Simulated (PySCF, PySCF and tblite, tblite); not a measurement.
# C₆H₈BN: a path driven as rotation about a bond, and NMR exchange, part 1 of 2

Aim: the barrier and rate of rotation about a bond in C₆H₈BN (`BNc1ccccc1`), and what it does to NMR lines.

Computed with tblite 0.8.0 (tight binding) and PySCF 2.14.0 (DFT, with response routines of our own); each step states its level. Atoms count from 0 throughout.

### 1 The starting structure

16 atoms, charge 0, multiplicity 1; geometry from: force field or distance geometry start.

Bonds of the start (Å): B0–H8 1.18, B0–H9 1.19, B0–N1 1.51, C2–C3 1.42, C2–C7 1.40, C3–C4 1.39, C3–H11 1.08, C4–C5 1.39, C4–H12 1.08, C5–C6 1.39, C5–H13 1.09, C6–C7 1.39, C6–H14 1.08, C7–H15 1.09, N1–C2 1.45, N1–H10 1.05.

### 2 GFN2-xTB relaxation, start minimum

The job: settings as JSON, then the geometry in Å.

```
{"job": {"xc": "GFN2-xTB", "basis": "xTB", "kind": "relax"}, "charge": 0, "multiplicity": 1}
B     -2.889100     0.303100     0.682800
N     -1.685600    -0.601500     0.830200
C     -0.333000    -0.282900     0.425200
C      0.067200     1.058100     0.184500
C      1.379800     1.325100    -0.194700
C      2.293300     0.286100    -0.368600
C      1.907400    -1.029400    -0.133000
C      0.601900    -1.309500     0.270800
H     -2.820600     1.336100     0.119000
H     -3.963800    -0.073800     1.040900
H     -1.874100    -1.562800     1.216700
H     -0.613900     1.876600     0.336900
H      1.683800     2.351300    -0.365700
H      3.318100     0.502900    -0.673600
H      2.616200    -1.829200    -0.249500
H      0.304900    -2.341300     0.458500
```

Command:

```bash
$ OMP_NUM_THREADS=1 python ens_run.py task.json out
```

One launch serves the whole session.

Log:

```text
step      E/eV     max force
  0    -573.81046    2.672
  1    -574.01155    1.420
  2    -574.10931    1.416
  3    -574.15564    0.569
  4    -574.18675    0.394
  5    -574.19818    0.367
  6    -574.21440    0.306
  7    -574.22266    0.280
  8    -574.22961    0.216
  9    -574.23369    0.164
 10    -574.23594    0.154
 11    -574.23702    0.093
 12    -574.23783    0.081
 13    -574.23878    0.104
 14    -574.23976    0.115
 15    -574.24048    0.091
 16    -574.24107    0.083
 17    -574.24182    0.109
 18    -574.24272    0.105
 19    -574.24345    0.065
 20    -574.24389    0.048
 21    -574.24420    0.055
 22    -574.24456    0.071
 23    -574.24498    0.071
 24    -574.24533    0.052
 25    -574.24557    0.048
 26    -574.24577    0.037
 27    -574.24596    0.040
 28    -574.24612    0.034
 29    -574.24624    0.031
 30    -574.24635    0.029
 31    -574.24646    0.031
 32    -574.24655    0.023
 33    -574.24660    0.015
 34    -574.24664    0.023
 35    -574.24669    0.029
 36    -574.24676    0.029
 37    -574.24685    0.025
 38    -574.24695    0.027
 39    -574.24707    0.036
 40    -574.24728    0.053
 41    -574.24765    0.062
 42    -574.24815    0.069
 43    -574.24861    0.051
 44    -574.24903    0.049
 45    -574.24941    0.052
 46    -574.24980    0.064
 47    -574.25025    0.061
 48    -574.25072    0.044
 49    -574.25113    0.035
 50    -574.25140    0.036
 51    -574.25154    0.043
 52    -574.25159    0.042
 53    -574.25179    0.033
 54    -574.25195    0.028
 55    -574.25229    0.025
 56    -574.25243    0.032
 57    -574.25251    0.029
 58    -574.25262    0.019
 59    -574.25270    0.018
 60    -574.25275    0.013
 61    -574.25277    0.010
 62    -574.25278    0.008
 63    -574.25280    0.011
 64    -574.25282    0.009
 65    -574.25283    0.007
 66    -574.25284    0.006
 67    -574.25284    0.006
 68    -574.25285    0.005
 69    -574.25285    0.005
 70    -574.25285    0.003
 71    -574.25285    0.004
 72    -574.25285    0.004
 73    -574.25286    0.004
 74    -574.25286    0.003
```

It took 0.29 s on 1 thread of Intel Xeon 6975P-C, shared host.

The energy fell by 0.442 eV, and the atoms moved 0.20 Å (root mean square).

### 3 Relaxed scan, rotation

The job: settings as JSON, then the geometry in Å.

```
{"job": {"xc": "GFN2-xTB", "basis": "xTB", "coordinate": [["t", [8, 0, 1, 2], 0.25], ["t", [8, 0, 1, 10], 0.25], ["t", [9, 0, 1, 2], 0.25], ["t", [9, 0, 1, 10], 0.25]], "kind": "drive"}, "charge": 0, "multiplicity": 1}
B     -2.827687     0.265623     0.791051
N     -1.700976    -0.539241     0.667031
C     -0.378842    -0.235795     0.337723
C      0.050762     1.061282     0.063577
C      1.372688     1.306703    -0.254246
C      2.292085     0.271960    -0.305616
C      1.874883    -1.019935    -0.035963
C      0.554022    -1.272006     0.281886
H     -2.778335     1.418376     0.606403
H     -3.832605    -0.258366     1.087739
H     -1.807644    -1.531739     0.836851
H     -0.654321     1.874630     0.101437
H      1.688427     2.318410    -0.463304
H      3.323733     0.471108    -0.553238
H      2.580741    -1.836891    -0.072044
H      0.235469    -2.285176     0.491182
```

Log:

```text
point  coordinate     E/eV
  0    -75.600     -574.20840
  1    -61.400     -574.08234
  2    -46.900     -573.88191
  3    -32.200     -573.62756
  4    -16.700     -573.37122
  5      0.200     -573.23690
  6     17.100     -573.37759
  7     32.500     -573.63560
  8     47.300     -573.89024
  9     61.700     -574.09105
 10     75.900     -574.21315
 11     90.100     -574.24748
```

It took 1.6 s on 1 thread of Intel Xeon 6975P-C, shared host.

The highest point is number 5, 22.4 kcal/mol above the first.

### 4 Nudged elastic band, leg 1

Changed since step 3:

```diff
@@ -1,2 +1,2 @@
-{"job": {"xc": "GFN2-xTB", "basis": "xTB", "coordinate": [["t", [8, 0, 1, 2], 0.25], ["t", [8, 0, 1, 10], 0.25], ["t", [9, 0, 1, 2], 0.25], ["t", [9, 0, 1, 10], 0.25]], "kind": "drive"}, "charge": 0, "multiplicity": 1}
+{"job": {"xc": "GFN2-xTB", "basis": "xTB", "kind": "neb"}, "charge": 0, "multiplicity": 1}
 B     -2.827687     0.265623     0.791051
```

Log:

```text
image   E - E0 / eV
  0       0.0000
  1       0.0972
  2       0.5596
  3       1.0215
  4       0.3634
  5       0.0330
  6      -0.0000
```

Wall time 1.2 s (1 thread of Intel Xeon 6975P-C, shared host); peak memory 0.2 GiB.

The highest point is number 3, 23.6 kcal/mol above the first.

### 5 Saddle search, leg 1

The job: settings as JSON, then the geometry in Å.

```
{"job": {"xc": "GFN2-xTB", "basis": "xTB", "kind": "saddle"}, "charge": 0, "multiplicity": 1}
B     -2.790064     0.334087     0.522948
N     -1.692058    -0.602127     0.378264
C     -0.378721    -0.314942     0.101768
C      0.030304     1.013625    -0.053676
C      1.349697     1.309784    -0.330390
C      2.289090     0.298261    -0.449776
C      1.893225    -1.019155    -0.289285
C      0.575179    -1.328884    -0.018335
H     -3.389401     0.701424    -0.421192
H     -3.106195     0.696654     1.596490
H     -1.927584    -1.582273     0.324752
H     -0.711610     1.795276     0.040551
H      1.647470     2.340205    -0.461776
H      3.319181     0.533638    -0.671177
H      2.617674    -1.815835    -0.378150
H      0.273812    -2.359737     0.108983
```

Log:

```text
step      E/eV     max force
  0    -573.23132   0.0525
  1    -573.23686   0.0779
  2    -573.23729   0.0374
  3    -573.23405   0.4189
  4    -573.23733   0.0114
  5    -573.23733   0.0022
lowest wavenumbers (cm-1): -880.8 38.8 138.2 197.0 295.2 384.5
```

It took 1.4 s on 1 thread of Intel Xeon 6975P-C, shared host; peak memory 0.2 GiB.

Point group C1; 1 imaginary mode, 881i cm⁻¹, carried by H10, H8, H9. Steps downhill from it reached both ends.

### 6 Saddle search, other pyramid

The job: settings as JSON, then the geometry in Å.

```
{"job": {"xc": "GFN2-xTB", "basis": "xTB", "kind": "saddle"}, "charge": 0, "multiplicity": 1}
B     -2.782839     0.341977     0.488740
N     -1.687873    -0.607243     0.414021
C     -1.762536    -1.960052     0.628137
C     -3.009069    -2.563167     0.827747
C     -3.103793    -3.924602     1.026771
C     -1.965829    -4.716238     1.032185
C     -0.727802    -4.126570     0.835967
C     -0.620007    -2.764726     0.636413
H     -3.378034     0.636187    -0.483579
H     -3.093116     0.793513     1.529445
H     -0.750202    -0.242569     0.336255
H     -3.889153    -1.933712     0.821127
H     -4.074453    -4.374324     1.179895
H     -2.043499    -5.781384     1.188122
H      0.165632    -4.734635     0.839229
H      0.350804    -2.312370     0.484724
```

Log:

```text
step      E/eV     max force
  0    -573.23540   0.1599
  1    -573.23733   0.0088
  2    -573.23733   0.0000
lowest wavenumbers (cm-1): -882.9 32.8 138.2 196.5 292.7 384.4
```

Wall time 1.4 s (1 thread of Intel Xeon 6975P-C, shared host); peak memory 0.2 GiB.

Point group C1; 1 imaginary mode, 883i cm⁻¹, carried by H10, H9, H8. Steps downhill from it reached both ends.

### 7 Shieldings, start: PBE0/pcSseg-1

The job: settings as JSON, then the geometry in Å.

```
{"job": {"kind": "nmr", "xc": "PBE0", "basis": "pcSseg-1", "pop": false}, "charge": 0, "multiplicity": 1}
B     -2.827687     0.265623     0.791051
N     -1.700976    -0.539241     0.667031
C     -0.378842    -0.235795     0.337723
C      0.050762     1.061282     0.063577
C      1.372688     1.306703    -0.254246
C      2.292085     0.271960    -0.305616
C      1.874883    -1.019935    -0.035963
C      0.554022    -1.272006     0.281886
H     -2.778335     1.418376     0.606403
H     -3.832605    -0.258366     1.087739
H     -1.807644    -1.531739     0.836851
H     -0.654321     1.874630     0.101437
H      1.688427     2.318410    -0.463304
H      3.323733     0.471108    -0.553238
H      2.580741    -1.836891    -0.072044
H      0.235469    -2.285176     0.491182
```

Log:

```text
coarse grid: 13624 points
cycle   1  E = -312.5774493377  dE =  1.334e+00  |g| = 3.924e-01  |ddm| = 3.848e+00
cycle   2  E = -312.5783064259  dE = -8.571e-04  |g| = 4.089e-01  |ddm| = 9.097e-01
cycle   3  E = -312.6193391674  dE = -4.103e-02  |g| = 8.222e-02  |ddm| = 4.230e-01
cycle   4  E = -312.6208833449  dE = -1.544e-03  |g| = 3.798e-02  |ddm| = 1.150e-01
cycle   5  E = -312.6212593463  dE = -3.760e-04  |g| = 9.908e-03  |ddm| = 4.502e-02
cycle   6  E = -312.6212849986  dE = -2.565e-05  |g| = 1.750e-03  |ddm| = 9.203e-03
cycle   7  E = -312.6212855517  dE = -5.531e-07  |g| = 6.259e-04  |ddm| = 1.499e-03
final grid: 132424 points
cycle   8  E = -312.6656998319  dE = -4.099e-05  |g| = 7.608e-03  |ddm| = 4.806e-02
cycle   9  E = -312.6656974016  dE =  2.430e-06  |g| = 8.437e-03  |ddm| = 1.643e-02
cycle  10  E = -312.6657149765  dE = -1.757e-05  |g| = 1.216e-03  |ddm| = 8.368e-03
cycle  11  E = -312.6657153144  dE = -3.378e-07  |g| = 3.562e-04  |ddm| = 1.191e-03
cycle  12  E = -312.6657153440  dE = -2.967e-08  |g| = 9.767e-05  |ddm| = 3.935e-04
cycle  13  E = -312.6657153466  dE = -2.558e-09  |g| = 3.484e-05  |ddm| = 1.353e-04
cycle  14  E = -312.6657153469  dE = -2.894e-10  |g| = 1.129e-05  |ddm| = 3.919e-05
converged SCF energy = -312.6657153469

GIAO shielding tensors (ppm)
atom      isotropic    diamagn.    paramagn.     s11        s22        s33       span
  0 B       65.435     195.510    -130.075     30.339     37.385    128.580     98.241
  1 N       95.708     320.746    -225.038    -20.565    128.355    179.334    199.899
  2 C       37.789     252.975    -215.186    -60.539     23.895    150.011    210.549
  3 C       67.601     254.263    -186.663    -27.433     48.259    181.977    209.410
  4 C       51.780     253.041    -201.260    -59.631     37.363    177.609    237.240
  5 C       58.347     254.152    -195.805    -48.942     45.616    178.368    227.310
  6 C       51.947     252.719    -200.772    -58.964     38.843    175.962    234.926
  7 C       62.968     255.212    -192.243    -25.242     56.988    157.160    182.402
  8 H       26.069      31.334      -5.265     24.209     25.066     28.932      4.723
  9 H       26.806      29.083      -2.277     25.614     26.341     28.463      2.849
 10 H       24.777      32.305      -7.529     18.728     26.944     28.658      9.931
 11 H       23.719      33.150      -9.431     19.073     24.224     27.859      8.786
 12 H       24.085      30.432      -6.347     20.815     24.481     26.959      6.144
 13 H       24.448      29.847      -5.399     21.383     25.106     26.855      5.472
 14 H       24.155      29.875      -5.721     20.960     24.586     26.918      5.958
 15 H       24.829      32.633      -7.804     21.339     24.647     28.501      7.162
```

Run time: 15 s. Hardware: 1 thread of Intel Xeon 6975P-C, shared host; peak memory 0.8 GiB.

This run: HOMO -6.64 eV, LUMO -0.81 eV; dipole 1.39 D.

### 8 Shieldings, saddle of leg 1: PBE0/pcSseg-1

The job: settings as JSON, then the geometry in Å.

```
{"job": {"kind": "nmr", "xc": "PBE0", "basis": "pcSseg-1", "pop": false}, "charge": 0, "multiplicity": 1}
B     -2.782839     0.341977     0.488740
N     -1.687873    -0.607243     0.414021
C     -0.379305    -0.324099     0.115706
C      0.027536     1.006940    -0.026605
C      1.343008     1.310116    -0.308930
C      2.282141     0.301129    -0.456082
C      1.887130    -1.019346    -0.317389
C      0.573111    -1.335521    -0.035525
H     -3.378034     0.636187    -0.483579
H     -3.093116     0.793513     1.529445
H     -1.911664    -1.590775     0.443075
H     -0.715581     1.784629     0.090780
H      1.640328     2.343553    -0.416106
H      3.310815     0.541855    -0.676913
H      2.611246    -1.813525    -0.431030
H      0.273100    -2.369389     0.070391
```

Log:

```text
coarse grid: 13624 points
cycle   1  E = -312.5193182817  dE =  1.350e+00  |g| = 4.297e-01  |ddm| = 3.881e+00
cycle   2  E = -312.5160613521  dE =  3.257e-03  |g| = 4.597e-01  |ddm| = 1.089e+00
cycle   3  E = -312.5686842070  dE = -5.262e-02  |g| = 6.623e-02  |ddm| = 5.042e-01
cycle   4  E = -312.5693231815  dE = -6.390e-04  |g| = 4.540e-02  |ddm| = 1.084e-01
cycle   5  E = -312.5698881204  dE = -5.649e-04  |g| = 4.351e-03  |ddm| = 5.366e-02
cycle   6  E = -312.5698929402  dE = -4.820e-06  |g| = 1.534e-03  |ddm| = 6.441e-03
final grid: 132424 points
cycle   7  E = -312.6135865667  dE = -3.588e-05  |g| = 8.224e-03  |ddm| = 4.281e-02
cycle   8  E = -312.6135817863  dE =  4.780e-06  |g| = 9.732e-03  |ddm| = 1.964e-02
cycle   9  E = -312.6136028428  dE = -2.106e-05  |g| = 1.235e-03  |ddm| = 1.010e-02
cycle  10  E = -312.6136031970  dE = -3.541e-07  |g| = 3.191e-04  |ddm| = 1.428e-03
cycle  11  E = -312.6136032211  dE = -2.416e-08  |g| = 1.056e-04  |ddm| = 3.961e-04
cycle  12  E = -312.6136032238  dE = -2.727e-09  |g| = 3.945e-05  |ddm| = 1.405e-04
cycle  13  E = -312.6136032243  dE = -4.223e-10  |g| = 5.528e-06  |ddm| = 4.297e-05
converged SCF energy = -312.6136032243

GIAO shielding tensors (ppm)
atom      isotropic    diamagn.    paramagn.     s11        s22        s33       span
  0 B       13.032     190.696    -177.663    -64.657     -8.650    112.405    177.062
  1 N      170.305     325.670    -155.365    122.299    126.276    262.341    140.042
  2 C       35.659     251.973    -216.314    -55.334     17.724    144.588    199.923
  3 C       72.098     256.963    -184.865    -16.660     75.206    157.747    174.407
  4 C       51.914     251.657    -199.742    -58.634     38.473    175.904    234.538
  5 C       67.002     253.661    -186.660    -38.938     60.223    179.720    218.658
  6 C       50.889     252.669    -201.779    -61.780     38.904    175.544    237.323
  7 C       68.919     253.866    -184.948    -15.950     61.723    160.983    176.933
  8 H       23.792      29.204      -5.412     19.825     25.404     26.148      6.323
  9 H       23.843      29.203      -5.360     20.137     25.318     26.075      5.938
 10 H       29.056      33.491      -4.435     22.702     27.066     37.400     14.698
 11 H       26.112      33.200      -7.088     22.209     26.322     29.804      7.595
 12 H       24.444      30.167      -5.723     21.525     24.674     27.135      5.610
 13 H       24.885      29.829      -4.943     21.885     25.744     27.027      5.141
 14 H       24.254      29.765      -5.512     21.336     24.510     26.915      5.579
 15 H       25.063      32.359      -7.296     21.635     25.116     28.440      6.805
```

Wall time 14 s (1 thread of Intel Xeon 6975P-C, shared host); peak memory 0.81 GiB.

Key values: HOMO -5.68 eV, LUMO -2.00 eV; dipole 1.51 D.

### 9 The path in numbers

The job: settings as JSON, then the geometry in Å.

```
{"job": {"smiles": "BNc1ccccc1", "charge": 0, "mult": 1, "motion": "rotation", "what": "aminoborane", "atoms": [0, 1], "drives": [{"terms": [["t", [8, 0, 1, 2], 0.25], ["t", [8, 0, 1, 10], 0.25], ["t", [9, 0, 1, 2], 0.25], ["t", [9, 0, 1, 10], 0.25]], "by": 180, "n": 12}], "flip": [0, 1], "study": "path", "level": {"kind": "nmr", "xc": "PBE0", "basis": "pcSseg-1"}, "fields": [60, 300, 900], "first": 2, "seed": 150, "kind": "path"}, "charge": 0, "multiplicity": 1}
B     -2.827687     0.265623     0.791051
N     -1.700976    -0.539241     0.667031
C     -0.378842    -0.235795     0.337723
C      0.050762     1.061282     0.063577
C      1.372688     1.306703    -0.254246
C      2.292085     0.271960    -0.305616
C      1.874883    -1.019935    -0.035963
C      0.554022    -1.272006     0.281886
H     -2.778335     1.418376     0.606403
H     -3.832605    -0.258366     1.087739
H     -1.807644    -1.531739     0.836851
H     -0.654321     1.874630     0.101437
H      1.688427     2.318410    -0.463304
H      3.323733     0.471108    -0.553238
H      2.580741    -1.836891    -0.072044
H      0.235469    -2.285176     0.491182
```

Log:

```text
stationary points (kcal/mol above the start)
  n  kind          group   xTB      DFT    lowest mode
  0  minimum      Cs       0.00     0.00      52.2
  1  saddle       C1      23.42    32.68    -880.8
  2  minimum      Cs      -0.00     0.00      51.2

GFN2-xTB energies: T/K, barrier G, reaction G (kcal/mol), k forward, k back (1/s)
 150.00    20.90    -0.00   2.25e-18   2.21e-18
 200.00    20.83    -0.01   1.44e-10   1.42e-10
 250.00    20.76    -0.01   7.43e-06   7.33e-06
 298.15    20.69    -0.01     0.0085     0.0084
 350.00    20.61    -0.01       1.96       1.94
 400.00    20.54    -0.01       99.4       98.4
 500.00    20.41    -0.01   2.49e+04   2.47e+04

PBE0/pcSseg-1 + D3(BJ) energies: T/K, barrier G, reaction G (kcal/mol), k forward, k back (1/s)
 150.00    30.16    -0.00   7.15e-32   7.05e-32
 200.00    30.09    -0.00   1.09e-20   1.07e-20
 250.00    30.02    -0.01   5.92e-14   5.85e-14
 298.15    29.95    -0.01   1.38e-09   1.36e-09
 350.00    29.88    -0.01   3.22e-06   3.18e-06
 400.00    29.81    -0.01   0.000863   0.000854
 500.00    29.68    -0.01       2.22        2.2
```

Run time: 37 s. Hardware: 1 thread of Intel Xeon 6975P-C, shared host; peak memory 0.81 GiB. This counts the whole study up to here.

Barriers by level (kcal/mol; entropies in cal/(mol K)). Zero-point and thermal terms come from xTB in every row. ΔG‡ leaves symmetry out; the rate counts equivalent paths (a factor of 2); effective ΔG‡, where given, is the barrier that would give that rate by Eyring's equation alone:

```tsv
level	ΔE‡	with zero-point	ΔH‡	ΔS‡	ΔG‡ (298 K)	ΔE of reaction	k at 298 K (1/s)	effective ΔG‡
GFN2-xTB	23.42	21.00	21.19	1.7	20.69	0.00	0.0085	20.28
PBE0/pcSseg-1 + D3(BJ)	32.68	30.26	30.46	1.7	29.95	0.00	1.4e-09	29.54
```

Sites that the driver pairs across this motion, and where their lines would merge (no couplings; faster rotations or exchange between molecules can average them sooner):

```tsv
nucleus	sites: shielding (ppm)	proton frequency (MHz)	spread (Hz)	coalescence (K)	lines at 298 K
¹H	H8: 26.07; H9: 26.81	60	44	568	2
¹H	H8: 26.07; H9: 26.81	300	221	603	2
¹H	H8: 26.07; H9: 26.81	900	663	630	2
```

(Continued in part 2 of 2.)
